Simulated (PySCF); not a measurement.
# H4Mn2O4 (Mn2(OH)4): the cost of one run

Programs: PySCF 2.14.0, with routines of our own; each step states its level. All values are computed. Atoms count from 0.

## 1. The system as given

10 atoms, charge 0, high-spin multiplicity 11; geometry from: GFN2-xTB.

The system (coupled pair): Mn2(OH)4. The spin sites are atom 0 (5 unpaired) and atom 3 (5 unpaired).

## 2. Magnetic exchange: B3LYP/def2-SVP H:def2-SV(P)

The job: settings as JSON, then the geometry in Å.

```
{"job": {"kind": "bs", "xc": "B3LYP", "basis": {"default": "def2-SVP", "H": "def2-SV(P)"}, "grid": 1, "rks": false}, "charge": 0, "high_spin_multiplicity": 11, "spin_sites": [[[0], 5], [[3], 5]]}
Mn    -0.398570    -0.413830     1.267170
O     -0.506290    -0.101830     3.084410
O      0.989030    -1.331280    -0.043820
Mn     0.287770     0.178850    -1.350320
O      1.015230     1.209080    -2.698490
O     -1.604870     0.005390    -0.419410
H     -0.556510     0.069080     4.018850
H      1.823860    -1.779390     0.071350
H      1.405340     1.743680    -3.382200
H     -2.454990     0.420250    -0.547540
```

Level: B3LYP/def2-SVP H:def2-SV(P) high-spin and broken-symmetry single points, gas phase.

On the command line:

```bash
$ OMP_NUM_THREADS=1 python exch_run.py task.json out
```

This one command runs all jobs of the session in turn.

Q: Estimate the wall time and peak memory of this first job on 1 thread of Arm Neoverse N1, shared host.

About 36 s, with a peak of 0.45 GiB.
